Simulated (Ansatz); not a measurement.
# KMgAgC6N6: the cost of one run

Method: DFT PBE, scalar-relativistic, plane waves, PAW, in Ansatz 0.2.0.

## 1. The starting structure

The structure is cubic, space group F-43m (No. 216). The conventional cell has a = 10.540 Å, b = 10.540 Å, c = 10.540 Å, α = 90.00°, β = 90.00°, γ = 90.00°. K (site symmetry -43m) has 12 N at 3.76 Å and 12 C at 3.78 Å in its first shell of neighbours. Around Mg (site symmetry -43m) lie 6 C at 1.98 Å. Around Ag (site symmetry -43m) lie 6 N at 2.12 Å. C (site symmetry 2mm) has 1 N at 1.17 Å and 1 Mg at 1.98 Å in its first shell of neighbours. N (site symmetry 2mm) has 1 C at 1.17 Å in its first shell of neighbours.

Coordinates:

```cif
data_structure
_symmetry_space_group_name_H-M 'F-43m'
_symmetry_Int_Tables_number 216
_cell_length_a 10.5400
_cell_length_b 10.5400
_cell_length_c 10.5400
_cell_angle_alpha 90.000
_cell_angle_beta 90.000
_cell_angle_gamma 90.000
_cell_volume 1170.91
loop_
_atom_site_label
_atom_site_type_symbol
_atom_site_symmetry_multiplicity
_atom_site_Wyckoff_symbol
_atom_site_fract_x
_atom_site_fract_y
_atom_site_fract_z
_atom_site_occupancy
K1 K 4 c 0.25000 0.25000 0.25000 1
Mg1 Mg 4 a 0.00000 0.00000 0.00000 1
Ag1 Ag 4 b 0.50000 0.00000 0.00000 1
C1 C 24 f 0.18786 0.00000 0.00000 1
N1 N 24 f 0.29886 0.00000 0.00000 1
```

A structure generator made this guess: cyanide-bridged rock-salt net of two metals, 1 guest cations a cell (F-43m, No. 216). Its size is a rough estimate.

## 2. The guess as it stands, on a coarse mesh

input.yaml

```yaml
crystal:
  lattice:
    - [0.0, 5.27, 5.27]
    - [5.27, 0.0, 5.27]
    - [5.27, 5.27, 0.0]
  atoms:
    - { symbol: K, position: [0.75, 0.75, 0.75] }
    - { symbol: Mg, position: [0.0, 0.0, 0.0] }
    - { symbol: Ag, position: [0.5, 0.5, 0.5] }
    - { symbol: C, position: [0.81214421, 0.18785579, 0.18785579] }
    - { symbol: C, position: [0.18785579, 0.18785579, 0.81214421] }
    - { symbol: C, position: [0.81214421, 0.18785579, 0.81214421] }
    - { symbol: C, position: [0.18785579, 0.81214421, 0.81214421] }
    - { symbol: C, position: [0.81214421, 0.81214421, 0.18785579] }
    - { symbol: C, position: [0.18785579, 0.81214421, 0.18785579] }
    - { symbol: "N", position: [0.70113852, 0.29886148, 0.29886148] }
    - { symbol: "N", position: [0.29886148, 0.29886148, 0.70113852] }
    - { symbol: "N", position: [0.70113852, 0.29886148, 0.70113852] }
    - { symbol: "N", position: [0.29886148, 0.70113852, 0.70113852] }
    - { symbol: "N", position: [0.70113852, 0.70113852, 0.29886148] }
    - { symbol: "N", position: [0.29886148, 0.70113852, 0.29886148] }
basis:
  ecutwfc: 420
kpoints:
  mp_grid: { grid: [4, 4, 4] }
hamiltonian:
  xc: pbe
scf:
  occupations: { method: gaussian, width: 0.1 }
  lower_state_search: "off"
output:
  forces: true
  stress: true
  eigenvalues: true
```

On the command line:

```
$ ansatz run input.yaml --threads 1 --pin off --max-ram 2560MiB --backend cpu --events-out ev --progress --plain --runs-dir out
```

Q: Estimate wall time and peak memory on 1 thread of Intel Xeon Platinum 8375C at 2.90GHz (Ice Lake), shared host.

About 13 s, with a peak of 0.58 GiB.
